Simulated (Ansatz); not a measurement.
**C (graphite type): how the settings move a single-point run**

How sensitive is a single-point run of C (graphite type) to its settings? A reference run comes first, then one run with altered input.

Program: Ansatz 0.2.0. Level of theory: reference: DFT, PBE, PAW with Ansatz's default frozen-core files, scalar-relativistic. These are calculated values, not measurements.

### 1 Starting point

It takes space group P6_3/mmc (No. 194, hexagonal). The conventional cell has a = 2.441 Å, b = 2.441 Å, c = 5.896 Å, α = 90.00°, β = 90.00°, γ = 120.00°. C (site symmetry -6m2) is surrounded by 3 C at 1.41 Å.

Structure file:

```cif
data_structure
_symmetry_space_group_name_H-M 'P 1'
_symmetry_Int_Tables_number 1
_cell_length_a 2.4414
_cell_length_b 2.4414
_cell_length_c 5.8964
_cell_angle_alpha 90.000
_cell_angle_beta 90.000
_cell_angle_gamma 120.000
_cell_volume 30.44
loop_
_atom_site_label
_atom_site_type_symbol
_atom_site_fract_x
_atom_site_fract_y
_atom_site_fract_z
_atom_site_occupancy
C1 C 0.00000 0.00000 0.25000 1
C2 C 0.00000 0.00000 0.75000 1
C3 C 0.33333 0.66667 0.25000 1
C4 C 0.66667 0.33333 0.75000 1
```

### 2 Baseline

Input file input.yaml:

```yaml
crystal:
  lattice:
    - [2.4413550326, 0.0, 0.0]
    - [-1.2206775163, 2.1142754779, 0.0]
    - [0.0, 0.0, 5.8964449019]
  atoms:
    - { symbol: C, position: [0.0, 0.0, 0.25] }
    - { symbol: C, position: [0.0, 0.0, 0.75] }
    - { symbol: C, position: [0.3333333333, 0.6666666667, 0.25] }
    - { symbol: C, position: [0.6666666667, 0.3333333333, 0.75] }
kpoints:
  mp_grid: { grid: [15, 15, 5] }
scf:
  occupations: { method: fermi_dirac, width: 0.1 }
hamiltonian:
  xc: pbe
  pseudopotentials: { kind: paw }
output:
  forces: true
  stress: true
  eigenvalues: true
  populations: true
```

Launch:

```sh
> ansatz run input.yaml --threads 1 --pin off --max-ram 3072MiB --backend cpu --events-out ev --progress --plain --runs-dir out
```

### 3 Changed: starting moments, mp_grid.grid [10, 10, 3], spin_polarized true

Input file input.yaml:

```yaml
crystal:
  lattice:
    - [2.4413550326, 0.0, 0.0]
    - [-1.2206775163, 2.1142754779, 0.0]
    - [0.0, 0.0, 5.8964449019]
  atoms:
    - { symbol: C, position: [0.0, 0.0, 0.25], spin: 2.0 }
    - { symbol: C, position: [0.0, 0.0, 0.75], spin: 1.0 }
    - { symbol: C, position: [0.3333333333, 0.6666666667, 0.25], spin: -2.0 }
    - { symbol: C, position: [0.6666666667, 0.3333333333, 0.75], spin: 4.0 }
kpoints:
  mp_grid: { grid: [10, 10, 3] }
scf:
  occupations: { method: fermi_dirac, width: 0.1 }
hamiltonian:
  xc: pbe
  pseudopotentials: { kind: paw }
output:
  forces: true
  stress: true
  eigenvalues: true
  populations: true
  write_density: true
  write_potential: true
  elf: true
  volumetric_format: npy
magnetization:
  spin_polarized: true
```

Before running it: what results should come out? Wanted: for each run, ending; energy change; pressure; gap; force.

**Answer**, as computed:

| run | ending | energy change | pressure (GPa) | gap (eV) | force (eV/Å) | cycles | time |
| --- | --- | --- | --- | --- | --- | --- | --- |
| reference | converged | 0 | 13.8 | 0.00 | 0.00 | 6 | 2 s |
| 1: starting moments, mp_grid.grid [10, 10, 3], spin_polarized true | converged | +0.2 meV/atom | 13.9 | 0.63 | 0.00 | 18 | 7.7 s |

Times don't compare one to one where runs were asked for different outputs or read a saved state (see the inputs); cycles may leave out searches for a lower state.

Residual by cycle in the longest SCF loop of each run; runs are numbered as in the table. The quantity is the density residual dr2, in eV.

```csv
cycle,reference,run 1
1,0.00215,5.54
3,1.6e-5,0.0315
4,1.5e-6,0.0131
6,1.9e-9,1.4e-4
7,-,1.9e-4
9,-,4.0e-5
10,-,6.9e-4
12,-,8.4e-7
13,-,5.7e-6
15,-,9.3e-9
16,-,2.7e-9
18,-,1.2e-11
```

Changing the spin polarisation and k-point mesh moves the energy by +0.2 meV/atom, and a gap of 0.63 eV opens on the mesh. A gap read on a mesh depends on which points the mesh holds, and a coarse mesh shifts the density too. The structure is not at rest: the sound run finds 14 GPa, so these are no properties of the relaxed crystal. 
